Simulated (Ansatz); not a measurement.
# C4H3F5: basis-set convergence

An exercise on one series of results from a longer session: the logs are not shown, and one member is left open.

Computed with Ansatz 0.2.0, Gaussian basis. Level: one geometry, several basis sets.

Levels to be run: PBE0-D4/def2-SVP; ωB97M-V/def2-SVP; PBE0-D4/def2-QZVPP; ωB97M-V/def2-QZVPP; the functionals' def2-TZVPP values are taken from earlier runs.

### The geometry

The geometry comes from an earlier relaxation with PBE0-D4 in a triple-zeta def2 set; it is a stationary point, not always the lowest conformer.

SMILES `FC/C(F)=C\C(F)(F)F`, 12 atoms, charge 0, spin multiplicity 1.

Atoms are counted from 1 here; the program's logs count them from 0.

Bond lengths: F1–C2 1.376 Å, C2–C3 1.488 Å, C2–H10 1.090 Å, C2–H11 1.095 Å, C3–F4 1.331 Å, C3–C5 1.324 Å, C5–C6 1.492 Å, C5–H12 1.082 Å, C6–F7 1.341 Å, C6–F8 1.335 Å, C6–F9 1.345 Å. Angles: F1–C2–C3 109.7°, F1–C2–H10 109.1°, F1–C2–H11 108.1°, C3–C2–H10 111.1°, C3–C2–H11 109.1°, H10–C2–H11 109.6°, C2–C3–F4 112.4°, C2–C3–C5 128.7°, F4–C3–C5 118.9°, C3–C5–C6 123.7°, C3–C5–H12 120.0°, C6–C5–H12 116.2°, C5–C6–F7 112.9°, C5–C6–F8 110.1°, C5–C6–F9 112.6°, F7–C6–F8 107.4°, F7–C6–F9 106.4°, F8–C6–F9 107.2°.

Set-up of the first run:

in.yaml reads:

```yaml
crystal:
  periodic: [false, false, false]
  atoms:
    - {symbol: F, position_ang: [1.624141, -1.880864, -0.832431]}
    - {symbol: C, position_ang: [0.916698, -0.726593, -1.079686]}
    - {symbol: C, position_ang: [0.993762, 0.172846, 0.102887]}
    - {symbol: F, position_ang: [2.245763, 0.517307, 0.396713]}
    - {symbol: C, position_ang: [0.005720, 0.665118, 0.833452]}
    - {symbol: C, position_ang: [-1.433273, 0.339616, 0.608846]}
    - {symbol: F, position_ang: [-1.684404, -0.977237, 0.651583]}
    - {symbol: F, position_ang: [-2.185811, 0.919698, 1.546917]}
    - {symbol: F, position_ang: [-1.880823, 0.771942, -0.583498]}
    - {symbol: H, position_ang: [-0.116612, -0.983719, -1.310767]}
    - {symbol: H, position_ang: [1.372055, -0.226158, -1.940874]}
    - {symbol: H, position_ang: [0.219784, 1.352844, 1.640757]}
basis:
  gaussian: {orbitals: def2-SVP}
hamiltonian: {xc: pbe0, dispersion: d4}
output: {orbitals: {seedname: orbitals}}
```

The run is started by

```
$ ansatz run in.yaml --threads 2 --pin off --events-out ev --progress --plain --max-ram 32768MiB --backend cpu
```

Among the steps run: PBE0-D4 in def2-SVP; ωB97M-V in def2-SVP; PBE0-D4 in def2-QZVPP; ωB97M-V in def2-QZVPP.

One table of the session follows, with a row left open; its other results are not shown here.

It belongs to the step «Density functionals: the series». 

```
functional       basis  HOMO (eV)
   PBE0-D4    def2-SVP          ?
   PBE0-D4  def2-TZVPP      -8.65
   PBE0-D4  def2-QZVPP      -8.69
   ωB97M-V    def2-SVP     -10.82
   ωB97M-V  def2-TZVPP     -10.92
   ωB97M-V  def2-QZVPP     -10.96
```

Q: Estimate the row for PBE0-D4, def2-SVP from the others.

The run gave: HOMO (eV): -8.57. In the column «HOMO (eV)» it is the highest.
